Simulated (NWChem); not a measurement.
**One shape, several levels: KOH (SMILES [OH][K])**

We compute a comparison of 6 runs (HF/STO-3G, HF/def2-SVP, PBE0/def2-SVP, PBE0/6-311G**, TPSSh/6-311G**, PBE/def2-TZVPPD) of KOH. 

Program for the calculation: NWChem 7.3.0.

## (1) The system as given

The species is KOH (3 atoms), meant as a singlet with charge 0. As SMILES, `[OH][K]`. The shape is that of a PBE0-D4/def2-TZVP optimisation.

Bond lengths: O1–K2 2.210 Å, O1–H3 0.955 Å. Angles: K2–O1–H3 180.0°.

## (2) Energy and forces at HF/STO-3G (run 1)

The input, run.py:

```python
from ase import Atoms
from ase.calculators.nwchem import NWChem

atoms = Atoms(['O', 'K', 'H'], positions=[
    [-0.368800, 0.046800, -0.196900],
    [1.559600, -0.315600, 0.819400],
    [-1.201800, 0.204000, -0.635700],
])

calc = NWChem(
    label='run',
    theory='scf',
    memory='2200 mb',
    basis='STO-3G',
    basispar='spherical bse',
    scf={'nopen': '0', 'rhf': None, 'thresh': '1e-08', 'maxiter': '80', 'print': 'low'},
)
atoms.calc = calc

forces = atoms.get_forces()
print(f"energy = {atoms.get_potential_energy():.6f} eV")
print("forces (eV/A):")
for s, f in zip(atoms.symbols, forces):
    print(f"{s:2s} {f[0]:10.5f} {f[1]:10.5f} {f[2]:10.5f}")
```

The run is started by

```bash
$ export ASE_NWCHEM_COMMAND="nwchem PREFIX.nwi > PREFIX.nwo"
$ python run.py
```

What it wrote:

```text
energy = -18160.720836 eV
forces (eV/A):
O     2.61096   -0.49422    1.37492
K    -0.70237    0.13262   -0.36998
H    -1.90853    0.36160   -1.00494
```

The calculator wrote run.nwi:

```
title "run"

permanent_dir run

scratch_dir run

start run

geometry units angstrom nocenter noautosym noautoz
  O  -3.6880000000000002e-01 4.6800000000000001e-02 -1.9689999999999999e-01
  K  1.5596000000000001e+00 -3.1559999999999999e-01 8.1940000000000002e-01
  H  -1.2018000000000000e+00 2.0399999999999999e-01 -6.3570000000000004e-01
end

memory 2200 mb

basis spherical bse noprint
   * library STO-3G
end

scf
  nopen 0
  rhf
  thresh 1e-08
  maxiter 80
  print low
end

task scf gradient
```

run.nwo:

```text
Northwest Computational Chemistry Package (NWChem) 7.3.0
             --------------------------------------------------------

           Job information
           ---------------

    nwchem branch   = 7.3.0
    use scalapack   = T
    input           = run.nwi
    prefix          = run.
    data base       = run/run.db
    status          = startup
    nproc           =        1

           Memory information
           ------------------

    heap     =     72089594 doubles =      550.0 Mbytes
    stack    =     72089599 doubles =      550.0 Mbytes
    global   =    144179200 doubles =     1100.0 Mbytes (distinct from heap & stack)
    total    =    288358393 doubles =     2200.0 Mbytes
    verify   = yes
    hardfail = no

           Directory information
           ---------------------

  0 permanent = run
  0 scratch   = run

                                NWChem Input Module
                                -------------------

                                        run
                                        ---

[... 23 lines left out ...]
            Nuclear Dipole moment (a.u.)
[... 34 lines left out ...]
                                 NWChem SCF Module
                                 -----------------

                                        run

  ao basis        = "ao basis"
  functions       =    19
  atoms           =     3
  closed shells   =    14
  open shells     =     0
  charge          =   0.00
  wavefunction    = RHF
  input vectors   = atomic
  output vectors  = run/run.movecs
  use symmetry    = F
  symmetry adapt  = F

 Forming initial guess at       0.0s

 Starting SCF solution at       0.1s

       Final RHF  results
       ------------------

         Total SCF energy =   -667.394186391246
      One-electron energy =  -1011.959083046032
      Two-electron energy =    300.552120574990
 Nuclear repulsion energy =     44.012776079796

        Time for solution =      0.8s

                              NWChem Gradients Module
                              -----------------------

                         RHF ENERGY GRADIENTS

    atom               coordinates                        gradient
                 x          y          z           x          y          z
   1 O      -0.696931   0.088439  -0.372087   -0.050775   0.009611  -0.026738
   2 K       2.947217  -0.596398   1.548441    0.013659  -0.002579   0.007195
   3 H      -2.271073   0.385504  -1.201299    0.037115  -0.007032   0.019543

 Task  times  cpu:        1.3s     wall:        1.3s
 Total times  cpu:        1.3s     wall:        1.3s
```

Wall time 2.5 s (1 thread of Intel Xeon Platinum 8259CL at 2.50GHz (Skylake/Cascade Lake), shared host); peak memory 0.098 GiB.

## (3) Energy and gradient at HF/def2-SVP (run 2)

The input, mymol.nw:

```
start mymol
title "HKO hf"
memory 2200 mb

geometry units angstroms noautosym nocenter noautoz
  O    -0.368800    0.046800   -0.196900
  K     1.559600   -0.315600    0.819400
  H    -1.201800    0.204000   -0.635700
end

basis "ao basis" spherical bse
  * library def2-SVP
end

scf
  thresh 1e-08
  maxiter 80
end

task scf gradient
```

The run is started by

```bash
$ nwchem mymol.nw > mymol.out
```

What it wrote:

```text
[...]
  functions       =    43
[...]
  wavefunction    = RHF
[...]
         Total SCF energy =   -674.459137290524
      One-electron energy =  -1018.492873352940
      Two-electron energy =    300.020959982621
 Nuclear repulsion energy =     44.012776079796
        Time for solution =      4.6s
[...]
                         RHF ENERGY GRADIENTS
    atom               coordinates                        gradient
                 x          y          z           x          y          z
   1 O      -0.696931   0.088439  -0.372087    0.014434  -0.002734   0.007600
   2 K       2.947217  -0.596398   1.548441   -0.001893   0.000359  -0.000997
   3 H      -2.271073   0.385504  -1.201299   -0.012540   0.002374  -0.006603
[...]
```

Run time: 7.2 s. Hardware: 1 thread of Intel Xeon Platinum 8259CL at 2.50GHz (Skylake/Cascade Lake), shared host; peak memory 0.099 GiB.

## (4) Energy and forces at PBE0/def2-SVP (run 3)

The input, hko.nw:

```
start hko
memory 2200 mb
geometry units atomic noautosym nocenter noautoz
  O  -0.69693099  0.08843918 -0.37208707
  K   2.94721686 -0.59639756  1.54844159
  H  -2.27107286  0.38550413 -1.20129890
end
basis spherical bse
  * library def2-SVP
end
dft
  xc pbe0
  grid xfine
  convergence energy 1e-08
  maxiter 100
  mulliken
  noprint "final vectors analysis"
end
task dft gradient
```

The run is started by

```bash
$ nwchem hko.nw > hko.out
```

What it wrote:

```text
[...]
          Wavefunction type:  closed shell.
          No. of atoms     :     3
          No. of electrons :    28
[...]
          Charge           :     0
          Spin multiplicity:     1
[...]
          AO basis - number of functions:    43
[...]
              XC Information
              --------------
                         PBE0 Method XC Functional
                     Hartree-Fock (Exact) Exchange  0.250
          PerdewBurkeErnzerhof Exchange Functional  0.750
            Perdew 1991 LDA Correlation Functional  1.000 local
           PerdewBurkeErnz. Correlation Functional  1.000 non-local
[...]
 d= 0,ls=0.0,diis     1   -675.2358313442 -7.19D+02  7.82D-02  1.09D+00     1.6
[...]
 d= 0,ls=0.5,diis    43   -675.3624215337 -9.46D-09  2.78D-06  6.54D-09    33.2
[...]
         Total DFT energy =     -675.362421539750
      One electron energy =    -1018.341987887055
           Coulomb energy =      341.251115566670
    Exchange-Corr. energy =      -42.284322182547
 Nuclear repulsion energy =       44.012772963182
[...]
      Total Density - Mulliken Population Analysis
     ---------------------------------------------
    Atom       Charge   Shell Charges
 -----------   ------   -------------------------------------------------------
    1 O    8     8.67   1.99  1.04  0.75  2.81  2.06  0.00
    2 K   19    18.44   2.00  2.00  2.00  0.06 -0.01  6.00  5.99  0.17  0.05  0.18
    3 H    1     0.89   0.71  0.11  0.07
[...]
  wavefunction    = closed shell
                         DFT ENERGY GRADIENTS
    atom               coordinates                        gradient
                 x          y          z           x          y          z
   1 O      -0.696931   0.088439  -0.372087   -0.009334   0.001750  -0.004915
   2 K       2.947217  -0.596398   1.548442    0.004958  -0.000929   0.002613
   3 H      -2.271073   0.385504  -1.201299    0.004376  -0.000821   0.002302
[...]
```

Run time: 36 s. Hardware: 1 thread of Intel Xeon Platinum 8259CL at 2.50GHz (Skylake/Cascade Lake), shared host; peak memory 0.12 GiB.

Runs 4 to 5 aren't shown in full; the table further down has their settings and results.

## (5) Energy and gradient at PBE/def2-TZVPPD (run 6)

The input, hko.nw:

```
echo
start hko
memory stack 880 mb heap 220 mb global 1100 mb
charge 0
geometry noautosym nocenter noautoz
O     -0.368800     0.046800    -0.196900
K      1.559600    -0.315600     0.819400
H     -1.201800     0.204000    -0.635700
end
basis spherical bse
* library def2-TZVPPD
end
dft
xc xpbe96 cpbe96
grid fine
convergence energy 1e-08
iterations 100
mulliken
end
task dft gradient
```

The run is started by

```bash
$ nwchem hko.nw > hko.out
```

What it wrote:

```text
[...]
          Wavefunction type:  closed shell.
          No. of atoms     :     3
          No. of electrons :    28
[...]
          Charge           :     0
          Spin multiplicity:     1
[...]
          AO basis - number of functions:    93
[...]
              XC Information
              --------------
          PerdewBurkeErnzerhof Exchange Functional  1.000
            Perdew 1991 LDA Correlation Functional  1.000 local
           PerdewBurkeErnz. Correlation Functional  1.000 non-local
[...]
 d= 0,ls=0.0,diis     1   -675.3548670510 -7.19D+02  3.09D-02  1.36D+00     3.8
[...]
 d= 0,ls=0.5,diis    34   -675.5065021007 -7.90D-09  7.47D-07  2.03D-08    66.2
         Total DFT energy =     -675.506502105581
      One electron energy =    -1018.200869948722
           Coulomb energy =      340.878851139221
    Exchange-Corr. energy =      -42.197259375876
 Nuclear repulsion energy =       44.012776079796
[...]
      Total Density - Mulliken Population Analysis
     ---------------------------------------------
    Atom       Charge   Shell Charges
 -----------   ------   -------------------------------------------------------
    1 O    8     8.84   0.79  1.18  0.60  0.86  0.40  0.01  1.89  1.78  1.11  0.23  0.00  0.00 -0.01  0.00
    2 K   19    18.15   2.00  2.00  1.20  0.78  0.02 -0.01  5.98  4.61  1.37  0.04 -0.00  0.02  0.11  0.01
    3 H    1     1.01   0.27  0.45  0.12  0.02  0.08  0.06  0.01
[...]
  wavefunction    = closed shell
                         DFT ENERGY GRADIENTS
    atom               coordinates                        gradient
                 x          y          z           x          y          z
   1 O      -0.696931   0.088439  -0.372087   -0.005559   0.001046  -0.002931
   2 K       2.947217  -0.596398   1.548441   -0.003301   0.000622  -0.001739
   3 H      -2.271073   0.385504  -1.201299    0.008861  -0.001668   0.004670
[...]
```

Wall time 79 s (1 thread of Intel Xeon Platinum 8259CL at 2.50GHz (Skylake/Cascade Lake), shared host); peak memory 0.12 GiB.

## (6) Overview of the runs

| run | level | iteration cap | module | energy (Eh) | largest force (eV/Å) | wall time |
| --- | --- | --- | --- | --- | --- | --- |
| 1 | HF/STO-3G | 80 | scf | -667.394186 | 2.992 | 2.5 s |
| 2 | HF/def2-SVP | 80 | scf | -674.459137 | 0.851 | 7.2 s |
| 3 | PBE0/def2-SVP | 100 | dft | -675.362422 | 0.550 | 36 s |
| 4 | PBE0/6-311G** | 100 | dft | -675.521692 | 0.478 | 30 s |
| 5 | TPSSh/6-311G** | 100 | dft | -675.787529 | 0.761 | 68 s |
| 6 | PBE/def2-TZVPPD | 100 | dft | -675.506502 | 0.522 | 79 s |

## (7) Summary of results

```
                       quantity          value
            run 6: total energy  -675.50650 Eh
           run 6: dipole moment         7.26 D
             run 6: HOMO energy       -3.51 eV
             run 6: LUMO energy       -1.36 eV
           run 6: HOMO–LUMO gap        2.16 eV
run 6: largest force on an atom     0.522 eV/Å
```

Over runs 2, 3, 4, 5, 6 the dipole moment (its size) runs from 6.23 D (TPSSh/6-311G**) to 7.26 D (PBE/def2-TZVPPD). The two ends differ in method and basis. Over runs 2, 4, 5, 6 the HOMO–LUMO gap runs from 2.16 eV (PBE/def2-TZVPPD) to 8.46 eV (HF/def2-SVP). Totals of different functionals can't be ranked against each other. In run 1 the basis is minimal, so the values are rough. All runs together took 3.7 min, the longest 79 s.
